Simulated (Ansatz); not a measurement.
# Ga3Se (Pm-3m) in Ansatz: notebook

One crystal, Ga3Se, is run at these levels: PBEsol, PBEsol+D3(BJ), PBEsol+D3(BJ)-ATM; tasks: relaxation of cell and atoms.

All numbers are computed with Ansatz 0.2.0; they aren't measurements. Logs are shortened: lines on timing, memory, paths and dates and some standing lists are left out, and cuts for length are marked.

## Step 1: The structure

The structure is cubic, space group Pm-3m (No. 221). Conventional cell: a = 4.432 Å, b = 4.432 Å, c = 4.432 Å, α = 90.00°, β = 90.00°, γ = 90.00°. Se (site symmetry m-3m) is surrounded by 12 Ga at 3.13 Å. Ga (site symmetry 4/mmm) has 4 Se at 3.13 Å and 8 Ga at 3.13 Å as nearest neighbours.

The cell comes from a database or a generator and needn't be the stable form of this composition.

## Step 2: Relaxation of cell and atoms, PBEsol

File input.yaml:

```yaml
crystal:
  lattice:
    - [4.432465, 0.0, 0.0]
    - [0.0, 4.432465, 0.0]
    - [0.0, 0.0, 4.432465]
  atoms:
    - { symbol: Se, position: [0.0, 0.0, 0.0] }
    - { symbol: Ga, position: [0.5, 0.5, 0.0] }
    - { symbol: Ga, position: [0.5, 0.0, 0.5] }
    - { symbol: Ga, position: [0.0, 0.5, 0.5] }
hamiltonian:
  xc: pbesol
  pseudopotentials: { kind: paw }
kpoints:
  mp_grid: { grid: [6, 6, 6] }
scf:
  occupations: { method: fermi_dirac, width: 0.05 }
output:
  forces: true
  stress: true
  eigenvalues: true
relax:
  f_tol: 0.01
  max_steps: 40
  cell: { stress_tol: 0.05 }
```

Potentials or basis: Ansatz PAW.

Run with:

```sh
$ ansatz run input.yaml --threads 2 --pin off --max-ram 5632MiB --backend cpu --events-out ev --progress --plain --runs-dir out
```

The log of the run:

```text
Warning: RAYON_NUM_THREADS=2 ignored (pool sized by the plan → 2); use --threads N
Engine: ansatz 0.2.0, aarch64-unknown-linux-gnu
Pseudopotentials: kind: paw
Pseudopotential: Se, paw, valence charge 16, recommended cutoff 420 eV (normal), Se.paw.azcp
Pseudopotential: Ga, paw, valence charge 13, recommended cutoff 420 eV (normal), Ga.paw.azcp
Functional definition: PBEsol
  exchange = pbesol_x
  correlation = pbesol_c
Crystal: 4 atoms, lattice volume = 87.084 Å³
Basis set: ecut = 420 eV, 1743 PW (Γ), exchange–correlation on 60×60×60 points (8 copies of the dense FFT grid, shifted against one another)
Bands: 33, of which v1, the nominal top of the filled ones, is band 28 counted from 1 (27 counted from 0)
Symmetry: 48 space group operations
Space group: Pm-3m (ITA 221), of the structure as read, at distance tolerance 4.4e-5 Å
k-points: 20 of 216
Non-local potential: Se, projectors of the file, l = 0: 2, l = 1: 2, l = 2: 3, l = 3: 1
Non-local potential: Ga, projectors of the file, l = 0: 2, l = 1: 2, l = 2: 3, l = 3: 1
PAW form: soft (Blöchl's): semilocal exchange-correlation on the pseudo side does not see the compensation charge
PAW frozen core: Se, regenerated for the run's functional, and the local potential with it (the file was generated under x = pbe(κ = 0.804, μ = 0.2195149727645171), c = pbe(β = 0.06672455060314922))
PAW frozen core: Ga, regenerated for the run's functional, and the local potential with it (the file was generated under x = pbe(κ = 0.804, μ = 0.2195149727645171), c = pbe(β = 0.06672455060314922))
PAW one-centre angular grid: Se, 590 points (default); XC on 64 Gauss nodes
PAW one-centre angular grid: Ga, 590 points (default); XC on 64 Gauss nodes
Initial density: superposition of atomic densities (neutral atoms: chi_scale 0, normalization atom), corrected by the library's trained network
Initial wavefunctions: pseudopotential atomic-orbital guess
Functional: x = pbesol(κ = 0.804, μ = 0.12345679012345678), c = pbesol(β = 0.046)
SCF iter   1: F=—  HF=-16653.852566 eV  |F-HF|=—  |Δ(HF+E_count)|=         —  Δρ=2.33e-3  dr2=8.71e-3  ethr=1.77e-3  ⟨swp⟩=6.3  Hψ=2444  notcnv=0
preconditioner: auto → Resta (q_TF=auto, 2.527 Å⁻¹)  ε∞=4.5  [insulator: Δε(μ)=0.163 eV  Ē_g=14.269 eV  σ=0.050 eV  W_gap=0.62  n_scr=26 (ndim 8)  ℏωp=26.7 eV  f_vac=0.000  D(μ)=1.21/eV (n_scr^D=6)  ε∞_Penn≈4.5]
SCF iter   2: F=—  HF=-16653.848620 eV  |F-HF|=—  |Δ(HF+E_count)|=   3.95e-3  Δρ=7.29e-4  dr2=5.56e-4  ethr=1.58e-5  ⟨swp⟩=3.0  Hψ=1384  notcnv=0
SCF iter   3: F=—  HF=-16653.848531 eV  |F-HF|=—  |Δ(HF+E_count)|=   8.96e-5  Δρ=3.64e-4  dr2=9.84e-5  ethr=1.01e-6  ⟨swp⟩=1.6  Hψ=699  notcnv=0
SCF iter   4: F=—  HF=-16653.848496 eV  |F-HF|=—  |Δ(HF+E_count)|=   3.49e-5  Δρ=1.01e-4  dr2=5.15e-6  ethr=1.79e-7  ⟨swp⟩=2.8  Hψ=1146  notcnv=0
SCF iter   5: F=—  HF=-16653.848497 eV  |F-HF|=—  |Δ(HF+E_count)|=   1.20e-6  Δρ=1.81e-5  dr2=3.82e-7  ethr=9.36e-9  ⟨swp⟩=2.1  Hψ=982  notcnv=0
SCF iter   6: F=—  HF=-16653.848497 eV  |F-HF|=—  |Δ(HF+E_count)|=   3.91e-7  Δρ=1.58e-5  dr2=1.17e-7  ethr=1.82e-10  ⟨swp⟩=6.1  Hψ=2936  notcnv=0
SCF iter   7: F=-16653.848497 eV  HF=-16653.848497 eV  |F-HF|=3.06e-9  |Δ(HF+E_count)|=   2.02e-9  Δρ=2.78e-6  dr2=4.32e-9  ethr=1.82e-10  ⟨swp⟩=4.0  Hψ=2138  notcnv=0
SCF 1 converged in 7 iterations: F = -16653.848497 eV  dr2 = 4.32e-9
relax step   1: F+E_penalty+E_count = -16653.84849675 eV  Δ(F+E_penalty+E_count) = +0.000e0 eV  max|allowed force component| = 1.287e-28 eV/Å  Δτ_max = 0.0000 Å  P = -3.612 GPa  Ω = 87.084 Å³  (7 SCF iters, dr2 threshold 1.00e-7 eV, accepted)
Crystal: 4 atoms, lattice volume = 79.796 Å³
Basis set: ecut = 420 eV, 1551 PW (Γ), exchange–correlation on 60×60×60 points (8 copies of the dense FFT grid, shifted against one another)
Initial density: handed on by an earlier stage of this run
Initial wavefunctions: those handed on with the density
iter 1 solved again at ethr=1.30e-4 eV; its pass at ethr=3.10e-3 eV (dr2=7.13e-2 eV) is discarded
SCF iter   1: F=—  HF=-16653.958954 eV  |F-HF|=—  |Δ(HF+E_count)|=         —  Δρ=5.46e-3  dr2=7.09e-2  ethr=1.30e-4  ⟨swp⟩=1.0  Hψ=3141  notcnv=0
preconditioner: auto → Kerker (q_TF=auto, 2.564 Å⁻¹)  [metal: Δε(μ)=0.099 eV  Ē_g=14.584 eV  σ=0.050 eV  W_gap=0.46  n_scr=26 (ndim 8)  ℏωp=27.9 eV  f_vac=0.000  D(μ)=1.53/eV (n_scr^D=6)]
SCF iter   2: F=—  HF=-16653.946009 eV  |F-HF|=—  |Δ(HF+E_count)|=   1.29e-2  Δρ=2.63e-3  dr2=2.03e-2  ethr=1.29e-4  ⟨swp⟩=1.9  Hψ=772  notcnv=0
preconditioner: auto → Resta (q_TF=auto, 2.564 Å⁻¹)  ε∞=4.7  [insulator: Δε(μ)=0.117 eV  Ē_g=14.565 eV  σ=0.050 eV  W_gap=0.53  n_scr=26 (ndim 8)  ℏωp=27.9 eV  f_vac=0.000  D(μ)=1.40/eV (n_scr^D=6)  ε∞_Penn≈4.7]
SCF iter   3: F=—  HF=-16653.940233 eV  |F-HF|=—  |Δ(HF+E_count)|=   5.78e-3  Δρ=8.50e-4  dr2=1.08e-3  ethr=3.69e-5  ⟨swp⟩=2.0  Hψ=1063  notcnv=0
SCF iter   4: F=—  HF=-16653.939847 eV  |F-HF|=—  |Δ(HF+E_count)|=   3.86e-4  Δρ=4.36e-4  dr2=1.53e-4  ethr=1.97e-6  ⟨swp⟩=2.0  Hψ=1212  notcnv=0
SCF iter   5: F=—  HF=-16653.939795 eV  |F-HF|=—  |Δ(HF+E_count)|=   5.26e-5  Δρ=1.50e-4  dr2=1.52e-5  ethr=2.78e-7  ⟨swp⟩=2.0  Hψ=1113  notcnv=0
SCF iter   6: F=—  HF=-16653.939775 eV  |F-HF|=—  |Δ(HF+E_count)|=   1.96e-5  Δρ=5.47e-5  dr2=1.51e-6  ethr=2.77e-8  ⟨swp⟩=2.0  Hψ=1213  notcnv=0
SCF iter   7: F=-16653.939775 eV  HF=-16653.939775 eV  |F-HF|=1.01e-8  |Δ(HF+E_count)|=   2.81e-7  Δρ=6.77e-6  dr2=4.65e-8  ethr=7.27e-10  ⟨swp⟩=5.5  Hψ=2809  notcnv=0
SCF 2 converged in 7 iterations: F = -16653.939775 eV  dr2 = 4.65e-8
relax step   2: F+E_penalty+E_count = -16653.93977471 eV  Δ(F+E_penalty+E_count) = -9.128e-2 eV  max|allowed force component| = 1.075e-29 eV/Å  Δτ_max = 0.0000 Å  P = -0.016 GPa  Ω = 79.796 Å³  energy of the carried Pulay correction = +1.207e-3 eV  (7 SCF iters, dr2 threshold 4.00e-7 eV, accepted)
Initial wavefunctions: pseudopotential atomic-orbital guess (no wavefunctions were taken with the density)
iter 1 solved again at ethr=1.47e-9 eV; its pass at ethr=3.10e-3 eV (dr2=8.08e-7 eV) is discarded
SCF iter   1: F=—  HF=-16653.938400 eV  |F-HF|=—  |Δ(HF+E_count)|=         —  Δρ=8.89e-5  dr2=2.27e-6  ethr=1.47e-9  ⟨swp⟩=3.8  Hψ=4589  notcnv=0
eigensolver tolerance schedule calibrated: the retry pair's looser diagonalisation under-reported the residual by θ = 0.64 (0.10/decade); ethr = c·dr2/N_el runs at the constant in force after the calibration composes with the one it found (an armed cap, an earlier calibration), c = 9.7e-2
preconditioner: auto → Resta (q_TF=auto, 2.564 Å⁻¹)  ε∞=4.7  [insulator: Δε(μ)=0.139 eV  Ē_g=14.547 eV  σ=0.050 eV  W_gap=0.60  n_scr=26 (ndim 8)  ℏωp=27.9 eV  f_vac=0.000  D(μ)=1.23/eV (n_scr^D=6)  ε∞_Penn≈4.7]
SCF iter   2: F=—  HF=-16653.938376 eV  |F-HF|=—  |Δ(HF+E_count)|=   2.39e-5  Δρ=9.65e-5  dr2=3.42e-6  ethr=1.47e-9  ⟨swp⟩=2.1  Hψ=1228  notcnv=0
SCF iter   3: F=—  HF=-16653.938376 eV  |F-HF|=—  |Δ(HF+E_count)|=   2.89e-8  Δρ=1.99e-5  dr2=1.39e-7  ethr=1.47e-9  ⟨swp⟩=2.0  Hψ=1113  notcnv=0
SCF iter   4: F=—  HF=-16653.938376 eV  |F-HF|=—  |Δ(HF+E_count)|=   3.31e-7  Δρ=3.53e-6  dr2=8.62e-9  ethr=2.45e-10  ⟨swp⟩=2.0  Hψ=1111  notcnv=0
SCF iter   5: F=—  HF=-16653.938376 eV  |F-HF|=—  |Δ(HF+E_count)|=   1.14e-8  Δρ=1.69e-6  dr2=1.13e-9  ethr=1.51e-11  ⟨swp⟩=2.0  Hψ=1212  notcnv=0
SCF iter   6: F=—  HF=-16653.938376 eV  |F-HF|=—  |Δ(HF+E_count)|=   3.85e-9  Δρ=3.68e-7  dr2=4.52e-11  ethr=1.99e-12  ⟨swp⟩=2.0  Hψ=1213  notcnv=0
SCF iter   7: F=-16653.938376 eV  HF=-16653.938376 eV  |F-HF|=3.64e-12  |Δ(HF+E_count)|=  1.46e-11  Δρ=5.35e-8  dr2=2.54e-12  ethr=1.00e-12  ⟨swp⟩=4.0  Hψ=2227  notcnv=0
SCF 3 converged in 7 iterations: F = -16653.938376 eV  dr2 = 2.54e-12
relax step   3: F+E_penalty+E_count = -16653.93837611 eV  Δ(F+E_penalty+E_count) = +1.399e-3 eV  max|allowed force component| = 1.131e-29 eV/Å  Δτ_max = 0.0000 Å  P = -0.010 GPa  Ω = 79.796 Å³  stress off target by 1.02e-2 GPa  SCF on the basis re-selected at this cell (its energy is not comparable with the rows above)  (7 SCF iters)
basis re-selected at this cell: Δ(F+E_penalty+E_count) = +1.399e-3 eV, ΔP = +0.006 GPa vs the last step (what re-selecting the basis moved, of the pressure what is left beyond the Pulay correction that the steps carried, after the strain that the cell walked since its last selection, with what the two solves' SCF thresholds leave and, on support functions, any second-order correction that the steps lacked; it is no measure of the basis error at this ecutwfc). This SCF's stress stands 1.02e-2 GPa from its target on what of the cell is left free (relax.cell.stress_tol is 5.00e-2 GPa) and its largest allowed force component is 1.13e-29 eV/Å (relax.f_tol is 1.00e-2 eV/Å): within both
SCF converged after 7 iterations
Free energy (F): -16653.938376 eV
Harris-Foulkes:  -16653.938376 eV  (|F-HF|=3.64e-12)
Internal energy: -16653.927892 eV  (E = F + TS)
E sigma→0 (E₀):  -16653.933134 eV
Entropy (-TS):   -0.010484 eV (-2.621 meV/atom)
Fermi energy:    9.675816 eV
--- Per-component energies (eV) ---
  E_band       = -474.964237
  E_kinetic    = 461.264971
  E_local      = -7568.494384  (includes V_loc(G=0)·N_el)
  E_nonlocal   = 675.080159
  E_hartree    = 3610.805859
  E_xc         = -310.734220
  E_vxc        = -273.673122  (∫ρ·V_xc dr)
  E_paw        = -7701.431815  (= ΣΔE_a)
  E_vpaw       = -990.752715  (= ΣTr[D̂ρ^β])
  E_aug_tail   = -0.000929  (compensation charges beyond the density's cutoff)
  E_ewald      = -5824.014917
  E_core_change = 3.597384  (= ΣΔE_core)
  E_smearing   = -0.010484  (= −TS)
  E_closure    = 0.000000  (closes the sum)
  Σ components = -16653.938376   (vs F -16653.938376, Δ=0.00e0)
--- Forces (eV/Å), atoms counted from 1 ---
  atom   1  Se    -0.00000000    -0.00000000     0.00000000
  atom   2  Ga     0.00000000    -0.00000000     0.00000000
  atom   3  Ga    -0.00000000     0.00000000     0.00000000
  atom   4  Ga     0.00000000    -0.00000000    -0.00000000
  max |Σ_I F_I| component: 1.79e-29 eV/Å
--- Stress (GPa, compression-positive) ---
       -0.010161       0.000000       0.000000
        0.000000      -0.010161       0.000000
        0.000000       0.000000      -0.010161
  P = ⅓ Tr σ = -0.0102 GPa (-0.102 kbar)
--- Band table (eV; the first three rows and the last of 20) ---
  k-point 0: bands = ["-38.4352", "-38.4352", "-38.4352", "-38.4352", "-38.4352", "-5.4019", "-5.3417", "-5.3417", "-5.3417", "-5.2774", "-5.2774", "-5.1766", "-5.1766", "-5.1766", "-5.0997", "-5.0997", "-5.0829", "-5.0340", "-5.0340", "-5.0340", "-4.2891", "2.0545", "5.5585", "5.5585", "5.5585", "6.9531", "6.9531", "11.3968", "11.3968", "11.3968", "14.2880", "14.2880", "14.2880"]
  k-point 1: bands = ["-38.4352", "-38.4352", "-38.4352", "-38.4352", "-38.4352", "-5.3753", "-5.3376", "-5.3250", "-5.3250", "-5.2746", "-5.2646", "-5.1806", "-5.1787", "-5.1787", "-5.1118", "-5.0994", "-5.0924", "-5.0556", "-5.0556", "-5.0340", "-4.1941", "1.7379", "4.7628", "5.7507", "5.7507", "7.1117", "8.3213", "10.9503", "10.9823", "10.9823", "12.9715", "13.7402", "13.7402"]
  k-point 2: bands = ["-38.4352", "-38.4352", "-38.4352", "-38.4352", "-38.4352", "-5.3287", "-5.3128", "-5.2796", "-5.2796", "-5.2673", "-5.2329", "-5.1891", "-5.1832", "-5.1832", "-5.1512", "-5.1183", "-5.1104", "-5.1104", "-5.0981", "-5.0340", "-3.9707", "1.0105", "4.3939", "6.2455", "6.2455", "7.5218", "8.8370", "9.8940", "9.8940", "11.3711", "11.9701", "13.8012", "13.8012"]
  k-point 19: bands = ["-38.4352", "-38.4352", "-38.4352", "-38.4351", "-38.4351", "-5.4776", "-5.2798", "-5.2798", "-5.2798", "-5.2602", "-5.2602", "-5.2602", "-5.1519", "-5.1519", "-5.1336", "-5.1336", "-5.1336", "-5.0648", "-5.0648", "-5.0648", "-3.0270", "4.2879", "4.2879", "4.2879", "4.5092", "4.5092", "4.5092", "5.8169", "14.0451", "14.0451", "14.0451", "18.8911", "18.8911"]
--- Relaxed structure (2 steps of the walk, 2 accepted, 1 SCFs on fresh bases) ---
  F+E_penalty+E_count = -16653.93837611 eV   max|allowed force component| = 1.131e-29 eV/Å   (the final SCF, on the basis selected at the relaxed cell)
  cell:  # Å, volume = 79.7957 Å³
    - [4.305198243212388, 3.209883240645393e-35, 0.0]
    - [3.209883240645393e-35, 4.305198243212388, 0.0]
    - [0.0, 0.0, 4.305198243212388]
  atoms:
    - { symbol: Se, position: [-2.317362093116418e-34, 8.690107849186561e-35, -5.793405232791042e-35] }
    - { symbol: Ga, position: [0.5, 0.5, 5.793405232791042e-35] }
    - { symbol: Ga, position: [0.5, 1.4483513081977605e-34, 0.5] }
    - { symbol: Ga, position: [8.110767325907459e-34, 0.5, 0.5] }
```

Run time: 6.8 s. Hardware: 2 threads of Arm Neoverse V1, shared host; peak memory 0.39 GiB.

Results:

```yaml
Free_energy: -16653.9384 eV
Relaxed_volume: 19.95 Å³/atom
Relaxed_cell: a = 4.305 Å, b = 4.305 Å, c = 4.305 Å, α = 90.00°, β = 90.00°, γ = 90.00°
Space_group_after_relaxing_to_0.05_Å: Pm-3m (No. 221)
Energy_gained_by_relaxing: 22.5 meV/atom
Ionic_steps: 3
Pressure_after_relaxing: 0.0 GPa
Band_gap_on_the_k_mesh: none (metal or under the smearing width)
```

Step by step:
```
step  energy change (eV)  largest force (eV/Å)  volume (Å³)
   1              0.0000                0.0000        87.08
   2             -0.0913                0.0000        79.80
   3             -0.0899                0.0000        79.80
```

Final structure:
```
Se Ga
1.0
     4.30520    0.00000    0.00000
     0.00000    4.30520    0.00000
     0.00000    0.00000    4.30520
Se Ga
1 3
Cartesian
  0.0000 0.0000 0.0000
  2.1526 2.1526 0.0000
  2.1526 0.0000 2.1526
  0.0000 2.1526 2.1526
```

Caveat: the plane-wave basis is chosen anew once the cell has moved, so the energies of steps on either side of that aren't comparable; the PAW data sets come from PBE, with cores solved anew for the run's functional, which leaves a small shift of forces and pressure.

## Step 3: Relaxation of cell and atoms, PBEsol+D3(BJ)

input.yaml: that of step 2 with these lines changed.

```diff
@@ -13,2 +13,3 @@
   pseudopotentials: { kind: paw }
+  dispersion: d3bj
 kpoints:
@@ -21,2 +22,6 @@
   eigenvalues: true
+  write_density: true
+  write_potential: true
+  elf: true
+  volumetric_format: npy
 relax:
```

Potentials or basis: Ansatz PAW.

Run with:

```sh
$ ansatz run input.yaml --threads 2 --pin off --max-ram 5632MiB --backend cpu --events-out ev --progress --plain --runs-dir out
```

Run time: 11 s. Hardware: 2 threads of Arm Neoverse V1, shared host; peak memory 0.39 GiB.

The run converged. Its results:

| Property | Result |
| --- | --- |
| Free energy | -16655.1920 eV |
| Relaxed volume | 18.99 Å³/atom |
| Relaxed cell | a = 4.235 Å, b = 4.235 Å, c = 4.235 Å, α = 90.00°, β = 90.00°, γ = 90.00° |
| Space group after relaxing (to 0.05 Å) | Pm-3m (No. 221) |
| Energy gained by relaxing | 56.9 meV/atom |
| Ionic steps | 5 |
| Pressure after relaxing | 0.0 GPa |
| Band gap on the k mesh | none (metal or under the smearing width) |

Step by step:
| step | energy change (eV) | largest force (eV/Å) | volume (Å³) |
| --- | --- | --- | --- |
| 1 | 0.0000 | 0.0000 | 87.08 |
| 2 | -0.2296 | 0.0000 | 75.69 |
| 3 | -0.2297 | 0.0000 | 76.04 |
| 4 | -0.2297 | 0.0000 | 75.96 |
| 5 | -0.2275 | 0.0000 | 75.96 |

Final structure:
```yaml
crystal:
  lattice:
    - [4.23511, 0.00000, 0.00000]
    - [0.00000, 4.23511, 0.00000]
    - [0.00000, 0.00000, 4.23511]
  atoms:
    - { symbol: Se, position: [0.00000, 0.00000, 0.00000] }
    - { symbol: Ga, position: [0.50000, 0.50000, 0.00000] }
    - { symbol: Ga, position: [0.50000, 0.00000, 0.50000] }
    - { symbol: Ga, position: [0.00000, 0.50000, 0.50000] }
```

Levels at points of the mesh, in eV from the Fermi level:
```
              k point  band 25  band 26  band 27  band 28  band 29  band 30  band 31  band 32
   (0.00, 0.00, 0.00)    -4.37    -2.68    -2.68     1.77     1.77     1.77     4.72     4.72
  (0.00, 0.00, -0.50)    -3.26    -1.70    -1.17    -0.55    -0.55     0.85     4.61     4.61
 (0.00, -0.50, -0.50)    -2.49    -0.97    -0.45    -0.45     1.53     1.53     1.69     1.90
(-0.50, -0.50, -0.50)    -5.25    -5.25    -5.25    -4.10     4.60     4.60     4.60     9.58
```

Caveat: the plane-wave basis is chosen anew once the cell has moved, so the energies of steps on either side of that aren't comparable; pairwise dispersion overbinds metals, which lowers pressure and volume; the PAW data sets come from PBE, with cores solved anew for the run's functional, which leaves a small shift of forces and pressure.

## Step 4: Relaxation of cell and atoms, PBEsol+D3(BJ)-ATM

input.yaml: that of step 3 with these lines changed.

```diff
@@ -13,3 +13,3 @@
   pseudopotentials: { kind: paw }
-  dispersion: d3bj
+  dispersion: d3bjatm
 kpoints:
```

Run with:

```sh
$ ansatz run input.yaml --threads 2 --pin off --max-ram 5632MiB --backend cpu --events-out ev --progress --plain --runs-dir out
```

It took 12 s on 2 threads of Arm Neoverse V1, shared host; peak memory 0.39 GiB.

Results (log left out):

```
Free energy                            : -16655.1106 eV
Relaxed volume                         : 19.11 Å³/atom
Relaxed cell                           : a = 4.244 Å, b = 4.244 Å, c = 4.244 Å, α = 90.00°, β = 90.00°, γ = 90.00°
Space group after relaxing (to 0.05 Å) : Pm-3m (No. 221)
Energy gained by relaxing              : 52.0 meV/atom
Ionic steps                            : 5
Pressure after relaxing                : 0.0 GPa
Band gap on the k mesh                 : none (metal or under the smearing width)
```

The path:
| step | energy change (eV) | largest force (eV/Å) | volume (Å³) |
| --- | --- | --- | --- |
| 1 | 0.0000 | 0.0000 | 87.08 |
| 2 | -0.2100 | 0.0000 | 76.13 |
| 3 | -0.2101 | 0.0000 | 76.50 |
| 4 | -0.2102 | 0.0000 | 76.43 |
| 5 | -0.2080 | 0.0000 | 76.43 |

Final structure:
```
Se Ga
1.0
     4.24371    0.00000    0.00000
     0.00000    4.24371    0.00000
     0.00000    0.00000    4.24371
Se Ga
1 3
Direct
  0.00000 0.00000 0.00000
  0.50000 0.50000 0.00000
  0.50000 0.00000 0.50000
  0.00000 0.50000 0.50000
```

Levels at points of the mesh, in eV from the Fermi level:
```tsv
k point	band 25	band 26	band 27	band 28	band 29	band 30	band 31	band 32
(0.00, 0.00, 0.00)	-4.34	-2.69	-2.69	1.76	1.76	1.76	4.71	4.71
(0.00, 0.00, -0.50)	-3.23	-1.72	-1.17	-0.53	-0.53	0.87	4.59	4.59
(0.00, -0.50, -0.50)	-2.47	-0.96	-0.46	-0.46	1.54	1.54	1.67	1.90
(-0.50, -0.50, -0.50)	-5.24	-5.24	-5.24	-4.07	4.57	4.57	4.57	9.54
```

Caveat: the plane-wave basis is chosen anew once the cell has moved, so the energies of steps on either side of that aren't comparable; pairwise dispersion overbinds metals, which lowers pressure and volume; the PAW data sets come from PBE, with cores solved anew for the run's functional, which leaves a small shift of forces and pressure.

## Step 5: Overview

```csv
level,gap on the mesh (eV),pressure (GPa),relaxed volume (Å³/atom)
PBEsol,none,0.0,19.95
PBEsol+D3(BJ),none,0.0,18.99
PBEsol+D3(BJ)-ATM,none,0.0,19.11
```

Alike in all rows: task relaxation of cell and atoms; potentials or basis Ansatz PAW; no spin polarisation; cell relaxed; k mesh 6 × 6 × 6; cutoff (eV) 420; smearing fermi-dirac 0.05 eV.

Caveats: the plane-wave basis is chosen anew once the cell has moved, so the energies of steps on either side of that aren't comparable; the PAW data sets come from PBE, with cores solved anew for the run's functional, which leaves a small shift of forces and pressure; pairwise dispersion overbinds metals, which lowers pressure and volume (some runs).

Absolute energies hang on the potentials; compare differences alone.
